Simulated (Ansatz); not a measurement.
# CH3OZn radical: up Jacob's ladder to CCSD(T)

An exercise on one series of results from a longer session: the logs are not shown, and one member is left open.

The runs use Ansatz 0.2.0, Gaussian basis; functionals in def2-TZVPP, the program's frozen cores in correlated methods.

Plan: LDA (SPW92), PBE-D4, revPBE-D4, BLYP-D4, r2SCAN-D4, B97M-V, PBE0-D4, B3LYP-D4, r2SCANh-D4, r2SCAN0-D4, HSE06-D4, BHLYP-D4, CAM-B3LYP-D4, LC-ωPBE, ωB97X-V, ωB97M-V, B2PLYP, PBE-QIDH; CCSD(T)/def2-SVP; CCSD(T)/def2-TZVPP; MP2/def2-QZVPP; extrapolation to the limit; RPA on PBE.

### Structure used throughout

An earlier PBE0-D4 in a triple-zeta def2 set relaxation fixed the geometry.

SMILES `C[O][Zn]`, 6 atoms, charge 0, spin multiplicity 2.

Atoms are counted from 1 here; the program's logs count them from 0.

Bond lengths: C1–O2 1.397 Å, C1–H4 1.099 Å, C1–H5 1.099 Å, C1–H6 1.097 Å, O2–Zn3 1.829 Å. Angles: O2–C1–H4 113.1°, O2–C1–H5 113.1°, O2–C1–H6 108.4°, H4–C1–H5 107.7°, H4–C1–H6 107.1°, H5–C1–H6 107.1°, C1–O2–Zn3 125.4°.

Set-up of the first run:

Contents of in.yaml:

```yaml
crystal:
  periodic: [false, false, false]
  atoms:
    - {symbol: C, position_ang: [0.394490, -0.135182, 0.282972]}
    - {symbol: O, position_ang: [-0.790504, 0.565496, 0.043728]}
    - {symbol: Zn, position_ang: [-1.774371, 0.487548, -1.495631]}
    - {symbol: H, position_ang: [0.266444, -1.226152, 0.243345]}
    - {symbol: H, position_ang: [1.201617, 0.131966, -0.413703]}
    - {symbol: H, position_ang: [0.744524, 0.112325, 1.293087]}
basis:
  gaussian: {orbitals: def2-TZVPP}
magnetization: {spin_polarized: true, initial_magnetization: 1}
hamiltonian: {xc: lda}
output: {orbitals: {seedname: orbitals}}
```

Started as:

```bash
> ansatz run in.yaml --threads 4 --pin off --events-out ev --progress --plain --max-ram 10444MiB
```

Steps of the session up to this table: LDA; PBE-D4 (GGA); revPBE-D4 (GGA); BLYP-D4 (GGA); r2SCAN-D4 (meta-GGA); B97M-V (meta-GGA); B3LYP-D4 (hybrid); r2SCANh-D4 (hybrid); r2SCAN0-D4 (hybrid); HSE06-D4 (hybrid); BHLYP-D4 (hybrid); CAM-B3LYP-D4 (range-separated); LC-ωPBE (range-separated); ωB97X-V (range-separated); ωB97M-V (range-separated); B2PLYP (double hybrid); PBE-QIDH (double hybrid).

One table of the session follows, with a row left open; its other results are not shown here.

It belongs to the step «Frontier levels by functional». 

| functional | HOMO (eV) | LUMO (eV) | gap (eV) |
| --- | --- | --- | --- |
| LDA (SPW92) | -5.24 | -4.39 | 0.85 |
| PBE-D4 | ? | ? | ? |
| revPBE-D4 | -5.07 | -3.94 | 1.13 |
| BLYP-D4 | -4.98 | -4.15 | 0.83 |
| r2SCAN-D4 | -5.49 | -3.69 | 1.79 |
| B97M-V | -5.12 | -4.24 | 0.88 |
| PBE0-D4 | -6.15 | -3.09 | 3.06 |
| B3LYP-D4 | -5.96 | -3.58 | 2.37 |
| r2SCANh-D4 | -5.87 | -3.37 | 2.50 |
| r2SCAN0-D4 | -6.43 | -2.93 | 3.50 |
| HSE06-D4 | -5.75 | -3.47 | 2.28 |
| BHLYP-D4 | -7.00 | -2.45 | 4.55 |
| CAM-B3LYP-D4 | -7.41 | -2.37 | 5.04 |
| LC-ωPBE | -8.69 | -0.81 | 7.88 |
| ωB97X-V | -8.23 | -1.10 | 7.13 |
| ωB97M-V | -8.24 | -1.43 | 6.81 |

Estimate the missing values for PBE-D4.

**Answer.** HOMO (eV): -5.12; LUMO (eV): -4.06; gap (eV): 1.06.
